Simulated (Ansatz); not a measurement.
# BrH₃InN (SMILES [NH2][InH][Br]): a rigid scan of the angle H5–N1–In2

One table from this session's results is given with a row withheld; the runs are named, their logs left out.

Computed with Ansatz 0.2.0, Gaussian basis. Level: single points in def2-TZVPP.

Levels: PBE-D4, r2SCAN-D4, PBE0-D4, B3LYP-D4, wB97M-V, Hartree-Fock, MP2, CCSD, CCSD(T). The scan takes 91.5, 99.0, 106.5, 114.0, 121.5, 129.0, 136.5, 144.0, 151.5°.

Cores are frozen in the correlated methods. Filled d shells of the heavier atoms are correlated. Core potentials replace the inner electrons past krypton, and spin-orbit coupling is left out. B3LYP uses VWN-RPA correlation.

30 further runs of the same task are left out: 30 set aside as unsound or not needed.

**Starting geometry**

SMILES `[NH2][InH][Br]`, 6 atoms, charge 0, spin multiplicity 1.

Atoms are counted from 1 here; the program's logs count them from 0.

Bond lengths: N1–In2 1.865 Å, N1–H4 1.028 Å, N1–H5 1.036 Å, In2–Br3 1.771 Å, In2–H6 0.678 Å. Angles: In2–N1–H4 109.6°, In2–N1–H5 115.6°, H4–N1–H5 102.3°, N1–In2–Br3 97.0°, N1–In2–H6 138.9°, Br3–In2–H6 123.5°.

Coordinates:

```xyz
6
charge 0, multiplicity 1
N    -0.0619   -0.6899   -0.6289
In    0.0498    0.7469    0.5550
Br    0.3550   -0.2021    2.0183
H    -0.9748   -0.6778   -1.1004
H     0.5994   -0.6650   -1.4263
H     0.0744    1.4240    0.5361
```

The first run:

File pre/in.yaml:

```yaml
crystal:
  periodic: [false, false, false]
  atoms:
    - {symbol: N, position_ang: [-0.061900, -0.689900, -0.628900]}
    - {symbol: In, position_ang: [0.049800, 0.746900, 0.555000]}
    - {symbol: Br, position_ang: [0.355000, -0.202100, 2.018300]}
    - {symbol: H, position_ang: [-0.974800, -0.677800, -1.100400]}
    - {symbol: H, position_ang: [0.599400, -0.665000, -1.426300]}
    - {symbol: H, position_ang: [0.074400, 1.424000, 0.536100]}
basis:
  gaussian: {orbitals: def2-SVP}
hamiltonian: {xc: pbe, dispersion: d4}
relax: {f_tol: 0.03, max_steps: 250}
```

The command line of these runs was not kept.

Among the steps run: A first relaxation in a small basis; Finding the minimum; The minimum at every level; H5–N1–In2 = 91.5°; H5–N1–In2 = 99.0°; H5–N1–In2 = 106.5°; H5–N1–In2 = 114.0°; H5–N1–In2 = 121.5°; H5–N1–In2 = 129.0°; H5–N1–In2 = 136.5°; H5–N1–In2 = 144.0°; H5–N1–In2 = 151.5°.

One table of the session follows, with a row left open; its other results are not shown here.

Energies less that of the minimum at the same level (meV):

```
      angle (°)  PBE-D4  PBE0-D4  B3LYP-D4  wB97M-V  Hartree-Fock
           91.5     544      577       590      592           715
           99.0       ?        ?         ?        ?             ?
          106.5     136      146       151      153           196
          114.0      33       37        39       41            57
          121.5       0        0         0        0             0
121.5 (minimum)       0        0         0        0             0
          129.0      36       35        33       31            24
          136.5     140      140       139      134           129
          144.0     312      317       315      307           313
          151.5     552      561       562      549           573
```

Estimate the missing values for angle (°) = 99.0.

Worked estimate for «PBE-D4». A straight line through the neighbours (91.5, 544) and (106.5, 136) gives 544 + (136 − 544) × (99.0 − 91.5) / (106.5 − 91.5) = 340; a parabola fitted to 3 rows on both sides gives 306.

**Answer.** PBE-D4: 306; PBE0-D4: 326; B3LYP-D4: 335; wB97M-V: 337; Hartree-Fock: 415. In «PBE-D4» the line misses by +34 and the parabola by +0.
